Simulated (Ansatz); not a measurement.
# SiC: the cost of one run

Computed with Ansatz 0.2.0 (DFT LDA, all-electron LAPW, scalar-relativistic unless said, unless a step's input says otherwise).

### 1 The starting structure

The structure is hexagonal, space group P6_3mc (No. 186). The conventional cell has a = 3.056 Å, b = 3.056 Å, c = 5.016 Å, α = 90.00°, β = 90.00°, γ = 120.00°. Si (site symmetry 3m) is surrounded by 4 C at 1.87 to 1.89 Å. C (site symmetry 3m) is surrounded by 4 Si at 1.87 to 1.89 Å.

As a file:

```cif
data_structure
_symmetry_space_group_name_H-M 'P 1'
_symmetry_Int_Tables_number 1
_cell_length_a 3.0564
_cell_length_b 3.0564
_cell_length_c 5.0159
_cell_angle_alpha 90.000
_cell_angle_beta 90.000
_cell_angle_gamma 120.000
_cell_volume 40.58
loop_
_atom_site_label
_atom_site_type_symbol
_atom_site_fract_x
_atom_site_fract_y
_atom_site_fract_z
_atom_site_occupancy
Si1 Si 0.33333 0.66667 0.00460 1
Si2 Si 0.66667 0.33333 0.50460 1
C1 C 0.33333 0.66667 0.38040 1
C2 C 0.66667 0.33333 0.88040 1
```

Cartesian axes are those of the input's lattice vectors. The structure goes back to a database entry.

### 2 Reference run, fine mesh, LAPW

input.yaml reads:

```yaml
crystal:
  lattice:
    - [3.05636176261, 0.0, 0.0]
    - [-1.5281808813, 2.64688692958, 0.0]
    - [0.0, 0.0, 5.01591344816]
  atoms:
    - { symbol: Si, position: [0.333333333333, 0.666666666667, 0.00459563708] }
    - { symbol: Si, position: [0.666666666667, 0.333333333333, 0.50459563708] }
    - { symbol: C, position: [0.333333333333, 0.666666666667, 0.38040436292] }
    - { symbol: C, position: [0.666666666667, 0.333333333333, 0.88040436292] }
kpoints:
  mp_grid: { grid: [8, 8, 4] }
scf:
  occupations: { method: fixed }
hamiltonian:
  xc: lda
  pseudopotentials: { kind: all_electron, lapw: { basis_error: 0.001 } }
output:
  forces: true
  stress: true
  eigenvalues: true
  eigenstates:
    nscf_kmesh: { grid: [12, 12, 8] }
    de_dk: true
    e_range: [-9, 12.13094585198]
  optics:
    e_range: [0, 30]
    de: 0.2
    sigma: 0.25
    bands: { spectra_wanted_up_to: 30 }
    nscf_kmesh: { grid: [12, 12, 8] }
checkpoint:
  write: ck
  write_wavefunctions: false
```

Started as:

```sh
ansatz run input.yaml --threads 2 --pin off --max-ram 6144MiB --backend cpu --events-out ev --progress --plain --runs-dir out
```

**Question.** How long does this run take on 2 threads of Arm Neoverse V1, shared host, and how much memory does it need?

About 53 s, with a peak of 0.43 GiB.
